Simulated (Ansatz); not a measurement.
# Mn (Mn, beta-Sn type): the cost of one run

Computed with Ansatz 0.2.0 (DFT PBEsol, plane waves (420 eV) with PAW, scalar-relativistic; PAW files made under PBE, frozen cores solved again for the functional, unless a step says otherwise).

### 1 The structure to begin with

The structure is tetragonal, space group I4_1/amd (No. 141). The conventional cell has a = 4.488 Å, b = 4.488 Å, c = 2.450 Å, α = 90.00°, β = 90.00°, γ = 90.00°. Around Mn (site symmetry -4m2) lie 6 Mn at 2.33 to 2.45 Å.

As a file:

```xyz
2
Lattice="-2.2439 2.2439 1.2251 2.2439 -2.2439 1.2251 2.2439 2.2439 -1.2251" Properties=species:S:1:pos:R:3 pbc="T T T"
Mn    0.0000    0.0000    0.0000
Mn    0.0000    2.2439    0.6126
```

The atoms start with moments of +3 ×2 μB.

### 2 Relaxation of the cell

Contents of input.yaml:

```yaml
crystal:
  lattice:
    - [-2.2438589898, 2.2438589898, 1.2251470084]
    - [2.2438589898, -2.2438589898, 1.2251470084]
    - [2.2438589898, 2.2438589898, -1.2251470084]
  atoms:
    - { symbol: Mn, position: [0.0, 0.0, 0.0], spin: 3.0 }
    - { symbol: Mn, position: [0.75, 0.25, 0.5], spin: 3.0 }
hamiltonian:
  xc: pbesol
  pseudopotentials:
    kind: paw
    azcp:
      Mn: "pseudopotentials/Mn.paw.azcp"
basis:
  ecutwfc: 420
  fft_grid_basis: typed
kpoints:
  mp_grid: { grid: [14, 14, 10], shift: [0, 0, 0] }
magnetization:
  spin_polarized: true
scf:
  occupations: { method: fermi_dirac, width: 0.05 }
relax:
  max_steps: 60
  f_tol: 0.01
  cell: {}
output:
  write_density: true
  write_potential: true
  elf: true
  volumetric_format: npy
```

**Question.** How long does this run take on 2 threads of an Arm CPU, shared host, and how much memory does it need?

About 9.3 min, with a peak of 0.72 GiB.
